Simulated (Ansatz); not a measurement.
# C3H6AlF: a ladder of functionals and wavefunction methods

The task here is to estimate one member of a computed series from the others.

The runs use Ansatz 0.2.0, Gaussian basis; functionals in def2-TZVPP, the program's frozen cores in correlated methods.

Plan: PBE-D4, r2SCAN-D4, PBE0-D4, B3LYP-D4, ωB97X-V, ωB97M-V, B2PLYP; CCSD(T)/def2-TZVPP; MP2/def2-QZVPP; extrapolation to the limit.

## The relaxed structure

An earlier PBE0-D4 in a triple-zeta def2 set relaxation fixed the geometry.

SMILES `F[C@H]1C[C@@H]1[AlH2]`, 11 atoms, charge 0, spin multiplicity 1.

Atoms are counted from 1 here; the program's logs count them from 0.

Bond lengths: F1–C2 1.366 Å, C2–C3 1.468 Å, C2–C4 1.501 Å, C2–H6 1.085 Å, C3–C4 1.539 Å, C3–H7 1.083 Å, C3–H8 1.084 Å, C4–Al5 1.932 Å, C4–H9 1.087 Å, Al5–H10 1.586 Å, Al5–H11 1.590 Å. Angles: F1–C2–C3 117.4°, F1–C2–C4 117.1°, F1–C2–H6 110.7°, C3–C2–C4 62.5°, C3–C2–H6 120.8°, C4–C2–H6 121.0°, C2–C3–C4 59.8°, C2–C3–H7 116.3°, C2–C3–H8 119.0°, C4–C3–H7 116.4°, C4–C3–H8 119.5°, H7–C3–H8 114.9°, C2–C4–C3 57.7°, C2–C4–Al5 121.8°, C2–C4–H9 111.4°, C3–C4–Al5 121.2°, C3–C4–H9 111.9°, Al5–C4–H9 118.5° and more.

Set-up of the first run:

The input, in.yaml:

```yaml
crystal:
  periodic: [false, false, false]
  atoms:
    - {symbol: F, position_ang: [-0.982992, 0.602340, 2.139218]}
    - {symbol: C, position_ang: [-0.050296, 0.258840, 1.201763]}
    - {symbol: C, position_ang: [-0.117960, -1.097722, 0.645476]}
    - {symbol: C, position_ang: [-0.526736, 0.112127, -0.213512]}
    - {symbol: Al, position_ang: [0.547672, 0.682287, -1.714392]}
    - {symbol: H, position_ang: [0.905483, 0.721510, 1.424886]}
    - {symbol: H, position_ang: [-0.923292, -1.725034, 1.007429]}
    - {symbol: H, position_ang: [0.805548, -1.621310, 0.424893]}
    - {symbol: H, position_ang: [-1.606824, 0.215736, -0.280373]}
    - {symbol: H, position_ang: [-0.110715, 1.235812, -3.047151]}
    - {symbol: H, position_ang: [2.125610, 0.558416, -1.567535]}
basis:
  gaussian: {orbitals: def2-TZVPP}
hamiltonian: {xc: pbe, dispersion: d4}
output: {forces: true, orbitals: {seedname: orbitals}}
```

Command:

```
ansatz run in.yaml --threads 4 --pin off --events-out ev --progress --plain --max-ram 10444MiB
```

Steps of the session up to this table: PBE-D4 (GGA); r2SCAN-D4 (meta-GGA); PBE0-D4 (hybrid); B3LYP-D4 (hybrid); ωB97X-V (range-separated); ωB97M-V (range-separated); B2PLYP (double hybrid); CCSD(T) in def2-TZVPP; MP2 in def2-QZVPP.

One table of the session follows, with a row left open; its other results are not shown here.

It belongs to the step «Atomisation energies». 

| method | atomisation energy (kJ/mol) |
| --- | --- |
| PBE-D4 | 4115.6 |
| r2SCAN-D4 | 4047.0 |
| PBE0-D4 | 4050.6 |
| B3LYP-D4 | 4016.9 |
| ωB97X-V | 4046.7 |
| ωB97M-V | 4042.0 |
| B2PLYP | 3980.7 |
| HF/def2-TZVPP | 2961.6 |
| MP2/def2-TZVPP | 3999.9 |
| CCSD/def2-TZVPP | 3867.4 |
| CCSD(T)/def2-TZVPP | 3925.5 |
| MP2/CBS | ? |
| CCSD(T)/CBS | 4021.8 |

**Question.** Estimate the row for MP2/CBS.

**Answer.** atomisation energy (kJ/mol): 4096.1. In the column «atomisation energy (kJ/mol)» it lies between PBE0-D4 (4050.6) and PBE-D4 (4115.6).

Caveats from the session: Free atoms (1 F, 3 C, 1 Al, 6 H) were run apart at each level; the atomisation energy is their sum less the molecule, without zero-point or spin-orbit terms.
